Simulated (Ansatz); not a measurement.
# GeH7NOSi: the cost of one run

All numbers are computed with Ansatz 0.2.0, driven from Python. Level of theory: PBE/def2-TZVP.

### 1 The system

Bond lengths: N1–Ge2 1.811 Å, Ge2–Si3 2.294 Å, Si3–O4 1.647 Å, N1–H5 1.023 Å, N1–H6 1.116 Å, Ge2–H7 1.547 Å, Ge2–H8 1.588 Å, Si3–H9 1.527 Å, Si3–H10 1.494 Å, O4–H11 1.073 Å. Angles (14 of 16 angles, heavy atoms first): N1–Ge2–Si3 107.5°, Ge2–Si3–O4 112.1°, N1–Ge2–H7 111.3°, N1–Ge2–H8 111.1°, Si3–Ge2–H7 109.1°, Si3–Ge2–H8 109.8°, Ge2–N1–H5 110.2°, Ge2–N1–H6 107.1°, Ge2–Si3–H9 109.5°, Ge2–Si3–H10 109.8°, O4–Si3–H9 111.3°, O4–Si3–H10 107.6°, Si3–O4–H11 103.5°, H7–Ge2–H8 108.1°.

geh7nosi.xyz, read by the script:

```xyz
11

N    -1.50800    1.09000   -0.13170
Ge    0.21310    0.80840   -0.61880
Si    0.92740   -1.09550    0.44340
O     0.04930   -2.41730    0.00300
H    -1.56420    1.28850    0.87070
H    -1.82680    2.05440   -0.59310
H     0.33960    0.61230   -2.14780
H     1.13260    2.03420   -0.20160
H     0.88750   -0.88160    1.95450
H     2.35550   -1.36340    0.09420
H    -0.94060   -2.18720    0.34780
```

### 2 Script

Contents of run_bde.py:

```python
import ansatz as az


def energy(molecule, charge=0, unpaired=0):
    calc = (
        molecule.calculation()
        .basis(gaussian='def2-TZVP')
        .functional('pbe')
    )
    if charge:
        calc = calc.charge(charge)
    if unpaired:
        calc = calc.spin('collinear', total=unpaired)
    report = calc.run(threads=1, pin='off').report
    if report['published_state_doubts']:
        print('  doubts:', report['published_state_doubts'])
    return report['free_energy_ev']

def without(molecule, index):
    rest = az.Crystal.molecule()
    for i, site in enumerate(molecule.cartesian_sites):
        if i != index:
            rest = rest.atom(site.symbol, site.position_ang)
    return rest

geometry = az.Crystal.molecule_from_extxyz('geh7nosi.xyz')

whole = energy(geometry, 0)
hydrogen = energy(az.Crystal.molecule().atom('H', (0, 0, 0)), 0, 1)
print(f'E(molecule) = {whole:.5f} eV, E(H) = {hydrogen:.5f} eV')
for index in [5, 7, 9]:
    radical = energy(without(geometry, index), 0, 1)
    print(f'H{index}: homolysis {(radical + hydrogen - whole):.3f} eV')
    anion = energy(without(geometry, index), -1)
    print(f'H{index}: loss of a proton {(anion - whole):.3f} eV')
```

### 3 The input behind the calls

The engine receives this input (first run):

```yaml
crystal:
  periodic: [false, false, false]
  atoms:
    - { symbol: "N", position_ang: [-1.508, 1.09, -0.1317] }
    - { symbol: Ge, position_ang: [0.2131, 0.8084, -0.6188] }
    - { symbol: Si, position_ang: [0.9274, -1.0955, 0.4434] }
    - { symbol: O, position_ang: [0.0493, -2.4173, 0.003] }
    - { symbol: H, position_ang: [-1.5642, 1.2885, 0.8707] }
    - { symbol: H, position_ang: [-1.8268, 2.0544, -0.5931] }
    - { symbol: H, position_ang: [0.3396, 0.6123, -2.1478] }
    - { symbol: H, position_ang: [1.1326, 2.0342, -0.2016] }
    - { symbol: H, position_ang: [0.8875, -0.8816, 1.9545] }
    - { symbol: H, position_ang: [2.3555, -1.3634, 0.0942] }
    - { symbol: H, position_ang: [-0.9406, -2.1872, 0.3478] }
basis:
  gaussian:
    orbitals: def2-TZVP
hamiltonian:
  xc: pbe
```

### 4 Running it

The run is started by

```sh
python run_bde.py
```

**Question.** How long does this script take on 1 thread of Arm Neoverse V1, shared host, and how much memory does it need?

About 56 s, with a peak of 0.32 GiB.
